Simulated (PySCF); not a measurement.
# TcBr₂: sextet, from a B3LYP minimum start

Aim: relax TcBr₂ as a sextet from a B3LYP minimum start, check by its vibrations whether the end is a minimum, and collect its spectrum and constants.

Computed with PySCF 2.14.0. Level: PBE0, basis Tc def2-SVP with ECP28, Br def2-SVP, scalar-relativistic core potentials, no spin–orbit coupling, density fitting.

## 1. Starting geometry

3 atoms, charge 0, spin multiplicity 6.

Bond lengths: Tc1–Br2 2.450 Å, Tc1–Br3 2.450 Å. Angles: Br2–Tc1–Br3 180.0°.

```xyz
3
charge 0 multiplicity 6
Tc    0.0000    0.0000    0.0000
Br    2.4496    0.0000    0.0000
Br   -2.4496    0.0000    0.0000
```

## 2. First SCF at the start

One driver script runs all steps and calls PySCF; scf.py shows how it sets up the SCF of each step. The optimiser is the driver's own. After this first run the driver tries any further starts and a stability analysis.

File scf.py:

```python
from pyscf import gto, scf, dft
mol = gto.M(atom='''
Tc     0.000000     0.000000     0.000000
Br     2.449580     0.000000     0.000000
Br    -2.449580     0.000000     0.000000''',
    basis={'Tc': 'def2-SVP', 'Br': 'def2-SVP'},
    ecp={'Tc': 'def2-SVP'},
    charge=0, spin=5)
mf = dft.UKS(mol, xc='PBE0')
mf.grids.atom_grid = (50, 194)
aux = {'Tc': 'def2-universal-JKFIT', 'Br': 'def2-universal-JKFIT'}
mf = mf.density_fit(auxbasis=aux)
mf.conv_tol = 1e-08
mf.diis_space = 10
mf.max_cycle = 60
mf.init_guess = 'minao'
mf.verbose = 4
mf.kernel()
```

Command:

```bash
OMP_NUM_THREADS=4 python axn.py task.json out
```

What it wrote:

```text
init E= -5217.32140574087
[... the frontier-level lines of each cycle are left out ...]
cycle= 1 E= -5227.85869146119  delta_E= -10.5  |g|= 0.329  |ddm|= 2.31
cycle= 2 E= -5227.76984943915  delta_E= 0.0888  |g|= 0.538  |ddm|= 1.03
cycle= 3 E= -5227.95235092262  delta_E= -0.183  |g|= 0.0563  |ddm|= 0.717
cycle= 4 E= -5227.95405701028  delta_E= -0.00171  |g|= 0.0585  |ddm|= 0.156
cycle= 5 E= -5227.95557430379  delta_E= -0.00152  |g|= 0.0155  |ddm|= 0.0655
cycle= 6 E= -5227.9557720668  delta_E= -0.000198  |g|= 0.00207  |ddm|= 0.0331
cycle= 7 E= -5227.95578170404  delta_E= -9.64e-06  |g|= 0.000307  |ddm|= 0.0102
cycle= 8 E= -5227.95578190497  delta_E= -2.01e-07  |g|= 6.68e-05  |ddm|= 0.0014
cycle= 9 E= -5227.95578190889  delta_E= -3.92e-09  |g|= 2.21e-05  |ddm|= 0.000153
Extra cycle  E= -5227.95578190901  delta_E= -1.2e-10  |g|= 2.16e-05  |ddm|= 5.93e-05
converged SCF energy = -5227.95578190901  <S^2> = 8.7638796  2S+1 = 6.0046248
```

This step, with its further starts and checks, ran for 21 s (4 threads of Intel Xeon at 2.50GHz (Skylake/Cascade Lake), shared host).

Energies from each starting density:

| start | energy (Eh) |
| --- | --- |
| the minimal-basis guess | -5227.955782 |
| a thermally smeared density | -5227.955782 |
| a smeared PBE density | -5227.955782 |

No lower solution of this spin turned up from the other starts or in the test of internal stability.

## 3. Relaxation: B3LYP minimum start, sextet

The program finds D∞h symmetry in the start, which this walk keeps. The walk stops when the largest gradient is under 0.0003 Eh/bohr and the energy has settled too.

scf.py, as its differences from that of step 2:

```diff
@@ -16 +15,0 @@
-mf.init_guess = 'minao'
```

The optimiser's trace:

| step | energy (Eh) | change (kJ/mol) | largest symmetric gradient (Eh/bohr) |
| --- | --- | --- | --- |
| 0 | -5227.955782 | 0.00 | 0.00388 |
| 1 | -5227.955891 | -0.29 | 0.00121 |
| 2 | -5227.955904 | -0.32 | 0.00004 |

The walk took 19 s.

It settles in D∞h symmetry, 0.3 kJ/mol below the start, after 2 steps: Tc–Br 2.434 Å (×2); Br–Tc–Br 180.0°.

## 4. Hessian and properties

On the finer grid the gradient is checked again; gradients at displacements of ±0.02 bohr then give force constants and infrared intensities.

scf.py, as its differences from that of step 3:

```diff
@@ -4,2 +4,2 @@
-Br     2.449580     0.000000     0.000000
-Br    -2.449580     0.000000     0.000000''',
+Br     2.433838     0.000000     0.000000
+Br    -2.433838     0.000000     0.000000''',
@@ -10 +10 @@
-mf.grids.atom_grid = (50, 194)
+mf.grids.atom_grid = (75, 302)
@@ -13 +13 @@
-mf.conv_tol = 1e-08
+mf.conv_tol = 1e-10
```

The driver hands on the density of the step before, so the log starts near convergence.

Log of the central SCF (cycles and frontier levels):

```text
init E= -5227.9560599118
[... the frontier-level lines of each cycle are left out ...]
cycle= 1 E= -5227.95605991185  delta_E= -4.55e-11  |g|= 4.17e-07  |ddm|= 8.46e-07
Extra cycle  E= -5227.95605991182  delta_E= 3.27e-11  |g|= 7.89e-07  |ddm|= 1.64e-06
converged SCF energy = -5227.95605991182  <S^2> = 8.7635352  2S+1 = 6.00451
```

The whole step took 54 s.

Geometry: D∞h; Tc–Br 2.434 Å (×2); Br–Tc–Br 180.0°.

Modes, for the most abundant isotopes:

```csv
symmetry,ω (cm⁻¹),IR (km/mol)
πu,44,10.8
σg+,214,0.0
σu+,321,93.8
```

All wavenumbers are real: a minimum.

Constants and moments:

* Dipole moment: 0.00 D
* Highest occupied level: -7.52 eV
* Lowest empty level: -3.49 eV
* Rotational constants: 0.01803 cm⁻¹
* Zero-point energy: 3.7 kJ/mol
* Principal polarisabilities: 46.3, 46.3, 114.2 bohr³
* Atomisation energy without zero-point energy: 751 kJ/mol
* Principal traceless quadrupole moments about the centre of mass: -12.35, 6.17, 6.17 D Å
* Entropy at 298.15 K and 1 bar (electronic part: spin only): 329.6 J/(mol K)
* Heat capacity Cp at 298.15 K: 60.1 J/(mol K)
* Enthalpy at 298.15 K above 0 K: 15.58 kJ/mol
* Rotational symmetry number: 2
* Spin squared ⟨S²⟩: 8.764

Populations by atom (charges in e):

```json
{"atom": "Tc1", "Mulliken": "0.48", "Löwdin": "-0.08", "polar tensor": "1.19", "spin (Mulliken)": "4.76", "Mayer order to Tc1": "–"}
{"atom": "Br2,3", "Mulliken": "-0.24", "Löwdin": "0.04", "polar tensor": "-0.60", "spin (Mulliken)": "0.12", "Mayer order to Tc1": "1.19"}
```

Outer orbital energies (eV). α occupied: -10.12, -10.12, -9.14, -8.73, -8.73, -8.40, -7.52, -7.52; empty: -0.74, -0.73, -0.73, 1.31. β occupied: -21.14, -20.85, -10.66, -9.05, -8.86, -8.86, -8.39, -8.39; empty: -3.49, -3.23, -3.23, -3.04.

Mulliken populations on Tc1 (outside its core potential): s 2.66, p 6.39, d 5.47, f 0.01.

## 5. Summary of results

| quantity | value |
| --- | --- |
| minimum | sextet, D∞h |
| geometry | Tc–Br 2.434 Å (×2); Br–Tc–Br 180.0° |
| wavenumbers (cm⁻¹) | 44 (πu), 214 (σg+), 321 (σu+) |
| dipole moment | 0.00 D |
| highest occupied, lowest empty level (either spin) | -7.52, -3.49 eV |
| polar-tensor charge of Tc1 | +1.19 e |
| zero-point energy | 3.7 kJ/mol |
| entropy at 298.15 K | 329.6 J/(mol K) |
| atomisation energy (no zero-point energy) | 751 kJ/mol |
| ⟨S²⟩ | 8.764 |

In words: The molecule stays D∞h, as typed, and the end point is a minimum. The strongest infrared band lies at 321 cm⁻¹ (σu+, stretch). Tc1 has a polar-tensor charge of +1.2 e (a dipole derivative, not a static charge), yet symmetry cancels the bond dipoles. Most of the spin sits on Tc1 (Mulliken spin 4.76, against 5 for the whole molecule). Only this shape and spin were tried, so other structures or states may lie lower. One determinant may miss the lowest occupation of an open d or f shell.

The search up to here took 94 s.
